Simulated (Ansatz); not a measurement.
HfB2, space group P6/mmm: relaxations under a series of pressures, run with Ansatz's Python interface.

The script reads `hfb2.cif`:
```cif
data_HfB2
_cell_length_a 3.140000
_cell_length_b 3.140000
_cell_length_c 3.480000
_cell_angle_alpha 90.00000
_cell_angle_beta 90.00000
_cell_angle_gamma 120.00000
_symmetry_space_group_name_H-M 'P 1'
_symmetry_Int_Tables_number 1
loop_
_symmetry_equiv_pos_as_xyz
'x, y, z'
loop_
_atom_site_label
_atom_site_type_symbol
_atom_site_fract_x
_atom_site_fract_y
_atom_site_fract_z
Hf1 Hf    0.000000    0.000000    0.000000
B2 B    0.333333    0.666667    0.500000
B3 B    0.666667    0.333333    0.500000
```

`compress_hfb2.py`
```python
from dataclasses import dataclass

import ansatz as az
from ase.io import read
import numpy as np


@dataclass(frozen=True)
class Settings:
    scf_tol: float = 1e-07
    smearing: str = "Fermi-Dirac"
    smearing_width: float = 0.02
    functional: str = "rpbe"
    vdw: str = "d3bj"
    k_length: int = 22


cfg = Settings()

def edges_and_angles(cell):
    cell = np.asarray(cell)
    a, b, c = np.linalg.norm(cell, axis=1)
    cosines = cell[1] @ cell[2] / (b * c), cell[0] @ cell[2] / (a * c), cell[0] @ cell[1] / (a * b)
    return (a, b, c, *np.degrees(np.arccos(cosines)))

atoms = read("hfb2.cif")
hfb2 = az.Crystal.from_ase(atoms)

calc = (
    hfb2.calculation()
    .scf(tolerance=cfg.scf_tol)
    .basis(35 * az.Ry, xc_grid=3)
    .occupations(cfg.smearing, width=cfg.smearing_width)
    .functional(cfg.functional, dispersion=cfg.vdw)
    .kpoints(length=cfg.k_length)
)

rows = []
for pressure in [0, 5, 10, 20]:
    res = calc.relax(cell=True, pressure=pressure, force_tolerance=0.001).run(threads=1)
    cell = res.lattice.cell_ang
    n_atoms = len(res.lattice.sites)
    volume = abs(np.linalg.det(cell)) / n_atoms
    enthalpy = res.report["free_energy_ev"] / n_atoms + pressure * volume / 160.21766
    rows.append((pressure, volume, enthalpy, *edges_and_angles(cell)))
    print(f"{pressure} GPa done: {volume:.4f} A^3/atom")

print(" P (GPa)  V (A^3/atom)  H (eV/atom)     a       b       c")
for row in rows:
    print("{:8.1f} {:12.4f} {:14.5f} {:7.4f} {:7.4f} {:7.4f}".format(*row[:6]))
p, v = np.array([row[0] for row in rows], float), np.array([row[1] for row in rows])
print("mean bulk modulus between rows (GPa):", np.round(-np.diff(p) / np.diff(np.log(v)), 1))
```

How far does the cell shrink over this series of pressures, and what bulk modulus does the first step imply?

The volume falls from 8.86 Å³ an atom at 0 GPa to 8.37 at 20 GPa, by 5.5 %. Between 0 and 5 GPa, -V dP/dV is about 325 GPa, a mean over that step.

The output:

Output of `python compress_hfb2.py`:
```text
DeckWarning: the atoms were moved onto the symmetric positions of the space group found under crystal.symmetry.tolerance 1.0e-5 (fractional; no operation is sought that the atoms, as they stand in a round, miss by more than twice it, and no atom is moved by as much as it), and the run uses the moved positions. Before a round's move an operation carried an atom to 3.14e-6 Å from where it should land, the largest such distance. Atom 1 (counting from 0) moved farthest, by 1.81e-6 Å; the longest [...]
DeckWarning: relax.cell: scf.convergence.dr2_threshold = 1e-7 eV (the SCF's general default) is looser than the 3e-10 eV advised for a relaxation that steers and ends on the stress (1e-10 eV for each atom of the cell: 3). What an SCF threshold leaves in a stress goes as its square root, and in the free energy as the threshold itself, and one threshold admits the most on a small cell: of the crystals measured, under no hybrid functional and no lock of the moments, on runs that ended without the [...]
0 GPa done: 8.8646 A^3/atom
5 GPa done: 8.7293 A^3/atom
10 GPa done: 8.6022 A^3/atom
20 GPa done: 8.3737 A^3/atom
 P (GPa)  V (A^3/atom)  H (eV/atom)     a       b       c
     0.0       8.8646    -5352.41863  3.0416  3.0416  3.3192
     5.0       8.7293    -5352.14415  3.0270  3.0270  3.3003
    10.0       8.6022    -5351.87375  3.0131  3.0131  3.2824
    20.0       8.3737    -5351.34415  2.9875  2.9875  3.2501
mean bulk modulus between rows (GPa): [325.2 340.9 371.4]
```
(Warnings from the package without file and line, shortened.)

These settings explore the input space; cutoff and mesh may be short of convergence. No spin polarisation was allowed. At a fixed pressure a relaxation lowers the enthalpy F + PV, while F alone can rise. Dispersion corrections can be off by several per cent in the lattices of metals, and by several GPa in the pressure at a fixed cell. The mesh is modest for a metal, so energies can be off by several to tens of meV an atom and pressures by half a GPa or more; differences at equal mesh fare better. Spin-orbit coupling, which matters for elements this heavy, is left out. The structure is a deposited one; some such entries were measured under pressure or heat, so a shift against it needn't be the functional's error alone. Symmetry holds the cell in this phase, whether or not it is the stable one at each pressure. Hardware and time: 40 s on 1 thread of Intel(R) Xeon(R) Processor @ 2.30GHz, with other jobs on the host, peak memory 0.6 GiB.
